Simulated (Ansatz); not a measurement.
**C₄H₅F₃: one species, many methods**

The task here is to estimate one member of a computed series from the others.

Method: functionals in def2-TZVPP, the program's frozen cores in correlated methods; program: Ansatz 0.2.0, Gaussian basis.

Plan: LDA (SPW92), PBE-D4, revPBE-D4, BLYP-D4, r2SCAN-D4, B97M-V, PBE0-D4, B3LYP-D4, r2SCANh-D4, r2SCAN0-D4, HSE06-D4, BHLYP-D4, CAM-B3LYP-D4, LC-ωPBE, ωB97X-V, ωB97M-V, B2PLYP, PBE-QIDH; CCSD(T)/def2-SVP; CCSD(T)/def2-TZVPP; MP2/def2-QZVPP; extrapolation to the limit; RPA on PBE.

**The relaxed structure**

An earlier PBE0-D4 in a triple-zeta def2 set relaxation fixed the geometry.

12 atoms, charge 0, spin multiplicity 1.

Atoms are counted from 1 here; the program's logs count them from 0.

Bond lengths: C1–C2 1.486 Å, C1–H8 1.091 Å, C1–H9 1.094 Å, C1–H10 1.094 Å, C2–C3 1.324 Å, C2–H11 1.087 Å, C3–C4 1.488 Å, C3–H12 1.085 Å, C4–F5 1.344 Å, C4–F6 1.344 Å, C4–F7 1.337 Å. Angles: C2–C1–H8 111.9°, C2–C1–H9 110.5°, C2–C1–H10 110.5°, H8–C1–H9 108.6°, H8–C1–H10 108.6°, H9–C1–H10 106.5°, C1–C2–C3 124.6°, C1–C2–H11 116.9°, C3–C2–H11 118.4°, C2–C3–C4 123.5°, C2–C3–H12 122.3°, C4–C3–H12 114.2°, C3–C4–F5 111.3°, C3–C4–F6 111.2°, C3–C4–F7 113.2°, F5–C4–F6 106.4°, F5–C4–F7 107.2°, F6–C4–F7 107.2°.

As a file:

```mol
C4H5F3
  3D, bonds by distance, orders not assigned

 12 11  0  0  0  0  0  0  0  0999 V2000
   -0.2350   -1.9588   -0.0372 C   0  0
   -0.3472   -0.5103    0.2735 C   0  0
    0.3788    0.4399   -0.2949 C   0  0
    0.2451    1.8839    0.0364 C   0  0
    1.4044    2.3885    0.4926 F   0  0
   -0.0810    2.6048   -1.0502 F   0  0
   -0.6847    2.1280    0.9660 F   0  0
    0.5228   -2.1550   -0.7967 H   0  0
   -1.1931   -2.3506   -0.3918 H   0  0
    0.0194   -2.5259    0.8632 H   0  0
   -1.0809   -0.2231    1.0221 H   0  0
    1.1285    0.2233   -1.0491 H   0  0
  1  2  8  0
  2  3  8  0
  3  4  8  0
  4  5  8  0
  4  6  8  0
  4  7  8  0
  1  8  8  0
  1  9  8  0
  1 10  8  0
  2 11  8  0
  3 12  8  0
M  END
```

Set-up of the first run:

in.yaml reads:

```yaml
crystal:
  periodic: [false, false, false]
  atoms:
    - {symbol: C, position_ang: [-0.235045, -1.958813, -0.037210]}
    - {symbol: C, position_ang: [-0.347227, -0.510330, 0.273488]}
    - {symbol: C, position_ang: [0.378848, 0.439850, -0.294911]}
    - {symbol: C, position_ang: [0.245059, 1.883865, 0.036436]}
    - {symbol: F, position_ang: [1.404409, 2.388535, 0.492560]}
    - {symbol: F, position_ang: [-0.081010, 2.604828, -1.050156]}
    - {symbol: F, position_ang: [-0.684742, 2.127984, 0.965975]}
    - {symbol: H, position_ang: [0.522753, -2.155006, -0.796749]}
    - {symbol: H, position_ang: [-1.193095, -2.350648, -0.391781]}
    - {symbol: H, position_ang: [0.019431, -2.525916, 0.863216]}
    - {symbol: H, position_ang: [-1.080860, -0.223082, 1.022126]}
    - {symbol: H, position_ang: [1.128478, 0.223333, -1.049096]}
basis:
  gaussian: {orbitals: def2-TZVPP}
hamiltonian: {xc: lda}
output: {orbitals: {seedname: orbitals}}
```

On the command line:

```console
$ ansatz run in.yaml --threads 4 --pin off --events-out ev --progress --plain --max-ram 11315MiB
```

Steps of the session up to this table: LDA; PBE-D4 (GGA); revPBE-D4 (GGA); BLYP-D4 (GGA); r2SCAN-D4 (meta-GGA); B97M-V (meta-GGA); B3LYP-D4 (hybrid); r2SCANh-D4 (hybrid); r2SCAN0-D4 (hybrid); HSE06-D4 (hybrid); BHLYP-D4 (hybrid); CAM-B3LYP-D4 (range-separated); LC-ωPBE (range-separated); ωB97X-V (range-separated); ωB97M-V (range-separated); B2PLYP (double hybrid); PBE-QIDH (double hybrid).

One table of the session follows, with a row left open; its other results are not shown here.

It belongs to the step «Orbital energies across the functionals». 

| functional | HOMO (eV) | gap (eV) |
| --- | --- | --- |
| LDA (SPW92) | -7.18 | 5.44 |
| PBE-D4 | -6.99 | 5.51 |
| revPBE-D4 | -6.91 | 5.54 |
| BLYP-D4 | -6.84 | 5.50 |
| r2SCAN-D4 | -7.23 | 5.96 |
| B97M-V | -7.24 | 6.07 |
| PBE0-D4 | -8.21 | 7.75 |
| B3LYP-D4 | -7.98 | 7.28 |
| r2SCANh-D4 | -7.68 | 6.79 |
| r2SCAN0-D4 | -8.37 | 8.03 |
| HSE06-D4 | -7.80 | 6.96 |
| BHLYP-D4 | -9.27 | 9.96 |
| CAM-B3LYP-D4 | ? | ? |
| LC-ωPBE | -10.97 | 12.87 |
| ωB97X-V | -10.57 | 12.40 |
| ωB97M-V | -10.47 | 12.18 |

**Question.** Estimate the row for CAM-B3LYP-D4.

**Answer.** HOMO (eV): -9.57; gap (eV): 10.28. In the column «HOMO (eV)» it lies between ωB97M-V (-10.47) and BHLYP-D4 (-9.27).
